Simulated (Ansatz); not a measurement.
BF₂H₂SbSi, SMILES F[Si]1(F)[BH][SbH]1, a geometry optimisation

With Ansatz 0.2.0 through its Python package.

Typed at the interpreter:
```pycon
>>> import itertools
>>> import ansatz as az
>>> from ase.data import atomic_numbers, covalent_radii
>>> import numpy as np
>>> GEOMETRY = """
... F     1.48920   -1.06570    1.66620
... Si    0.50280   -0.69380    0.28910
... F    -0.00520   -2.00630   -0.66170
... B    -0.85470    0.67500    0.59530
... Sb    0.88250    1.28890   -0.81460
... H    -1.96350    0.95870    1.09460
... H     0.01020    0.77510   -2.21450
... """
>>> molecule = az.Crystal.molecule()
>>> for line in GEOMETRY.strip().splitlines():
...     symbol, *xyz = line.split()
...     molecule = molecule.atom(symbol, [float(v) for v in xyz])
...
>>> calculation = (
...     molecule.calculation()
...     .basis(gaussian="def2-SVP")
...     .functional("r2scan", dispersion="d3bj")
... )
>>> symbols = [site.symbol for site in molecule.cartesian_sites]
>>> start = np.array([site.position_ang for site in molecule.cartesian_sites], dtype=float)
>>> def progress(event):
...     if event["event"] == "relax_step":
...         row = event["data"]
...         print(f"step {row['step']:3d}  E = {row['lagrangian_ev']:.6f} eV  largest force component {row['allowed_force_max_ev_ang']:.4f} eV/A")
...
>>> rep = calculation.relax(force_tolerance=0.005).session().plan().execute(on_event=progress).report
DeckWarning: the engine holds no damping parameters fitted to this dispersion correction and functional, so the run takes those fitted to r2scan beside the three-body term, which d3bj leaves out (hamiltonian.dispersion, under Limitations)
step   1  E = -20549.812804 eV  largest force component 4.3258 eV/A
step   2  E = -20550.431800 eV  largest force component 1.6528 eV/A
step   3  E = -20550.505932 eV  largest force component 1.7570 eV/A
step   4  E = -20550.566583 eV  largest force component 1.5155 eV/A
step   5  E = -20550.706793 eV  largest force component 0.4275 eV/A
step   6  E = -20550.766062 eV  largest force component 0.2820 eV/A
step   7  E = -20550.853711 eV  largest force component 0.4890 eV/A
step   8  E = -20551.001435 eV  largest force component 0.8481 eV/A
step   9  E = -20551.152985 eV  largest force component 0.9343 eV/A
step  10  E = -20550.961724 eV  largest force component 2.9926 eV/A
step  11  E = -20551.201858 eV  largest force component 0.3573 eV/A
step  12  E = -20551.221338 eV  largest force component 0.1816 eV/A
step  13  E = -20551.214226 eV  largest force component 0.1734 eV/A
step  14  E = -20551.228407 eV  largest force component 0.1481 eV/A
step  15  E = -20551.229382 eV  largest force component 0.0931 eV/A
step  16  E = -20551.229514 eV  largest force component 0.0622 eV/A
step  17  E = -20551.228982 eV  largest force component 0.0903 eV/A
step  18  E = -20551.229682 eV  largest force component 0.0170 eV/A
step  19  E = -20551.229703 eV  largest force component 0.0088 eV/A
step  20  E = -20551.229704 eV  largest force component 0.0041 eV/A
>>> end = np.array(rep["positions_ang"])
>>> for key in ("converged", "free_energy_ev", "reference_energy_ev", "n_frozen", "n_occupied", "n_virtual"):
...     print(f"{key:22s} {rep[key]}")
...
converged              True
free_energy_ev         -20551.22971260142
reference_energy_ev    -20551.181837374508
n_frozen               0
n_occupied             [31, 31]
n_virtual              [65, 65]
>>> # pairs closer than 1.2 times the sum of covalent radii, before or after
>>> radius = [covalent_radii[atomic_numbers[s]] for s in symbols]
>>> span = lambda where, i, j: np.linalg.norm(where[i] - where[j])
>>> bonded = [(i, j) for i, j in itertools.combinations(range(len(symbols)), 2) if min(span(start, i, j), span(end, i, j)) < 1.2 * (radius[i] + radius[j])]
>>> print("pair        before    after (A)")
pair        before    after (A)
>>> for i, j in bonded:
...     print(f"{symbols[i]}{i}-{symbols[j]}{j}".ljust(10), f"{span(start, i, j):8.4f} {span(end, i, j):8.4f}")
...
F0-Si1       1.7343   1.6199
Si1-F2       1.6985   1.6207
Si1-B3       1.9520   1.9158
Si1-Sb4      2.3007   2.5372
B3-Sb4       2.3200   2.3074
B3-H5        1.2487   1.2023
B3-H6        2.9416   1.3588
Sb4-H6       1.7276   1.9207
```

The settings weren't tested for convergence. Warnings are shown shortened and without file and line. The end point is the stationary point reached from this start; no frequency run checks that it is a minimum, and the basis set is modest. def2 sets replace the cores of elements past krypton by effective core potentials. Total less reference energy is the dispersion correction. A dispersion term here runs with damping parameters fitted for another variant or functional. The whole script took 49 s on 1 thread of AMD EPYC 9R45 96-Core Processor (Zen 5), with other jobs on the host, peak memory 0.25 GiB.
